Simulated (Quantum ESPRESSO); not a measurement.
## TaTl under changes of volume

One of the cells (23.761 Å³/atom); the others are scaled copies at fixed shape and fractional positions:

```xyz
2
Lattice="3.6221 0.0000 0.0000 0.0000 3.6221 0.0000 0.0000 0.0000 3.6221" Properties=species:S:1:pos:R:3 pbc="T T T"
Ta    0.0000    0.0000    0.0000
Tl    1.8111    1.8111    1.8111
```

The cell was built by a generator and needn't be a form met in nature.

- Program: Quantum ESPRESSO 7.5
- Functional: LDA
- Dispersion: rVV10
- Potentials or basis: GBRV 1.5 LDA
- Cutoff: 612 eV
- Density cutoff: 4898 eV
- k mesh: 7 × 7 × 7
- Occupations: fermi-dirac, width 0.05 eV
- Spin: no spin polarisation

```tsv
volume (Å³/atom)	energy over the lowest point (meV/atom)	pressure (GPa)
22.335	0.00	-21.4
22.810	63.96	-22.5
23.285	130.61	-23.3
23.761	199.30	-23.9
24.236	269.54	-24.4
24.711	341.18	-24.8
25.186	?	?
```

**Question.** What does the run at 25.186 Å³/atom give?

**Answer.** Energy over the lowest point 413.85 meV/atom; pressure -25.1 GPa.

Worked out: A Birch-Murnaghan fit of order 3 (a polynomial in V^(-2/3)) to the other rows has no minimum within the range. It gives 413.79 meV/atom at 25.186 Å³/atom, against the run's 413.85, and -dE/dV = -24.6 GPa, against -25.1.

Energies are extrapolated to zero smearing.

Caveats: rVV10's parameter b was fitted to another functional.
